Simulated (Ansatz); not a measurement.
**CH5InO: a barrier at many levels of theory**

Aim: the barrier and energy of one elementary step (In1–C4 formed, O2–H3 formed, In1–O2 broken, H3–C4 broken) from LDA up to coupled cluster, on fixed structures, to see where each rung fails.

Computed with Ansatz 0.2.0, Gaussian basis. Level: single points in def2-TZVPP on PBE0-D4/def2-TZVP structures.

Levels: SPW92, PBE-D4, BLYP-D4, r2SCAN-D4, B97M-V, PBE0-D4, B3LYP-D4, r2SCAN0-D4, BHLYP-D4, CAM-B3LYP-D4, wB97X-V, wB97M-V, B2PLYP, PBE-QIDH, RPA on PBE, Hartree-Fock, MP2, CCSD, CCSD(T). The reference is CCSD(T) at the basis limit, from triple and quadruple zeta. Zero-point energies come from PBE0-D4 vibrations.

Cores are frozen in the correlated methods. Filled d shells of the heavier atoms are correlated. Core potentials replace the inner electrons past krypton, and spin-orbit coupling is left out. B3LYP uses VWN-RPA correlation. B2PLYP carries no dispersion term here.

81 further runs of the same task are left out: 1 that didn't finish, 80 set aside as unsound or not needed.

### Step 1. Start, saddle and end, as given

Charge 0, multiplicity 1. The folders r, ts and p hold the start, the saddle and the end; their coordinates stand in the first inputs.

```
  pair  r (Å)  ts (Å)  p (Å)
In1–C4  3.651   2.518  2.264
 O2–H3  2.560   1.177  0.962
In1–O2  2.027   2.298  2.642
 H3–C4  1.091   1.473  2.681
```

### Step 2. SPW92/def2-TZVPP

The input, r/in.yaml:

```yaml
crystal:
  periodic: [false, false, false]
  atoms:
    - {symbol: In, position_ang: [0.542813, 1.784996, -1.603175]}
    - {symbol: O, position_ang: [-0.277282, 0.006635, -2.128055]}
    - {symbol: H, position_ang: [-0.232670, -0.643313, 0.347193]}
    - {symbol: C, position_ang: [0.046930, -0.307569, 1.346647]}
    - {symbol: H, position_ang: [-0.501910, -0.251257, -3.023778]}
    - {symbol: H, position_ang: [1.119703, -0.112748, 1.386761]}
    - {symbol: H, position_ang: [-0.497680, 0.603494, 1.599423]}
    - {symbol: H, position_ang: [-0.199803, -1.080240, 2.074983]}
basis:
  gaussian: {orbitals: def2-TZVPP}
hamiltonian: {xc: lda}
```

The input, ts/in.yaml:

```yaml
crystal:
  periodic: [false, false, false]
  atoms:
    - {symbol: In, position_ang: [0.534088, 1.709148, -0.820157]}
    - {symbol: O, position_ang: [-0.607349, -0.137189, -1.575546]}
    - {symbol: H, position_ang: [-0.296405, -0.253626, -0.446634]}
    - {symbol: C, position_ang: [0.127554, -0.038211, 0.947083]}
    - {symbol: H, position_ang: [-0.261783, -0.824030, -2.151417]}
    - {symbol: H, position_ang: [1.181768, -0.103725, 1.244880]}
    - {symbol: H, position_ang: [-0.364969, 0.666685, 1.627828]}
    - {symbol: H, position_ang: [-0.312805, -1.019052, 1.173963]}
basis:
  gaussian: {orbitals: def2-TZVPP}
hamiltonian: {xc: lda}
```

The input, p/in.yaml:

```yaml
crystal:
  periodic: [false, false, false]
  atoms:
    - {symbol: In, position_ang: [0.173050, 1.836273, -0.463052]}
    - {symbol: O, position_ang: [-0.470551, -0.416129, -1.685538]}
    - {symbol: H, position_ang: [-0.266628, -1.093007, -1.032697]}
    - {symbol: C, position_ang: [0.180272, 0.309274, 1.207960]}
    - {symbol: H, position_ang: [-0.167652, -0.742899, -2.536330]}
    - {symbol: H, position_ang: [0.971459, -0.437161, 1.054607]}
    - {symbol: H, position_ang: [0.358628, 0.765190, 2.187191]}
    - {symbol: H, position_ang: [-0.778480, -0.221540, 1.267862]}
basis:
  gaussian: {orbitals: def2-TZVPP}
hamiltonian: {xc: lda}
```

Each run has its own folder and the same command.

On the command line:

```sh
$ ansatz run in.yaml --threads 2 --pin off --events-out ev --progress --plain --max-ram 4352MiB
```

The runs that follow: PBE-D4/def2-TZVPP; BLYP-D4/def2-TZVPP; r2SCAN-D4/def2-TZVPP; B97M-V/def2-TZVPP; PBE0-D4/def2-TZVPP; B3LYP-D4/def2-TZVPP; r2SCAN0-D4/def2-TZVPP; BHLYP-D4/def2-TZVPP; CAM-B3LYP-D4/def2-TZVPP; wB97X-V/def2-TZVPP; wB97M-V/def2-TZVPP; B2PLYP/def2-TZVPP; PBE-QIDH/def2-TZVPP; RPA on PBE/def2-TZVPP; CCSD(T)/def2-TZVPP; MP2/def2-QZVPP; SPW92/def2-SVP; PBE-D4/def2-SVP; PBE0-D4/def2-SVP; wB97M-V/def2-SVP; CCSD(T)/def2-SVP; Vibrations of the start structure; Vibrations of the end structure.

Q: Predict the outcome of this session. Wanted: barrier, CCSD(T)/CBS; reverse barrier, CCSD(T)/CBS; step energy, CCSD(T)/CBS; barrier with zero-point energy; step energy with zero-point energy; imaginary mode at the saddle; largest T1 diagnostic.

**Answer**, as computed:

| quantity | value |
| --- | --- |
| barrier, CCSD(T)/CBS | 156.3 kJ/mol |
| reverse barrier, CCSD(T)/CBS | 52.8 kJ/mol |
| step energy, CCSD(T)/CBS | +103.5 kJ/mol |
| barrier with zero-point energy | 147.2 kJ/mol |
| step energy with zero-point energy | +103.7 kJ/mol |
| imaginary mode at the saddle | 1180i cm⁻¹ |
| largest T1 diagnostic | 0.016 |

What this shows: The functionals run from B97M-V, off by +0.4 kJ/mol, to SPW92, off by -59.9 kJ/mol, against CCSD(T)/CBS. By rung, the mean size of the error is: LDA 59.9, GGA 15.8, meta-GGA 9.3, hybrid 10.3, range-separated hybrid 2.5, double hybrid 5.2 kJ/mol. PBE-D4 gives a barrier 26.0 kJ/mol too low, outside chemical accuracy (1 kcal/mol, 4.2 kJ/mol). The barrier rises with the share of exact exchange, from BLYP-D4 through B3LYP-D4 to BHLYP-D4 (-5.7, -0.6, +12.2 kJ/mol). Hartree-Fock, with no correlation, is off by +52.1 kJ/mol. Zero-point motion lowers the barrier by 9.1 kJ/mol.
